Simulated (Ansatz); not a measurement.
# WO (triplet): the correlation ladder, def2-QZVPP

The task here is to estimate one member of a computed series from the others.

Program: Ansatz 0.2.0, Gaussian basis. Level of theory: def2-QZVPP, core rule «outside noble gas», up to 5 orbitals frozen. These are calculated values, not measurements.

To be run: UHF; ROHF; CCSD(T) on UHF.

## The system

The geometry is a PBE0/def2-TZVP stationary point (not a proven minimum) of the parent state, kept for this charge and spin. No spin-orbit coupling is included. Elements past krypton take def2 core potentials.

2 atoms, charge 0, spin multiplicity 3.

Atoms are counted from 1 here; the program's logs count them from 0.

Bond lengths: W1–O2 1.703 Å.

Set-up of the first run:

The input, in.yaml:

```yaml
crystal:
  periodic: [false, false, false]
  atoms:
    - {symbol: W, position_ang: [0.000000, 0.000000, 0.000000]}
    - {symbol: O, position_ang: [0.000000, 0.000000, 1.703200]}
basis:
  gaussian: {orbitals: "def2-QZVPP.json"}
magnetization: {spin_polarized: true, initial_magnetization: 2}
hamiltonian: {xc: hf}
output: {orbitals: {seedname: orbitals}}
```

Command:

```sh
ansatz run in.yaml --threads 1 --pin off --events-out ev --progress --plain --max-ram 4096MiB --backend cpu
```

Among the steps run: UHF; ROHF; CCSD(T) on UHF.

One of the session's tables, all rows but one given; the rest of the session is left out.

```
  method  from UCCSD(T) (meV)
    ROHF             +12770.1
     UHF             +12179.1
    UMP2                    ?
   UCCSD               +846.9
UCCSD(T)                    0
```

Q: Estimate the row for UMP2 from the others.

As computed: from UCCSD(T) (meV): +776.3. In the column «from UCCSD(T) (meV)» it lies between UCCSD(T) (0) and UCCSD (+846.9).

Limits of these values: The determinant is far from a pure spin state, so its energy mixes those of several spin states (harmless only where they are near-degenerate, as at dissociation).
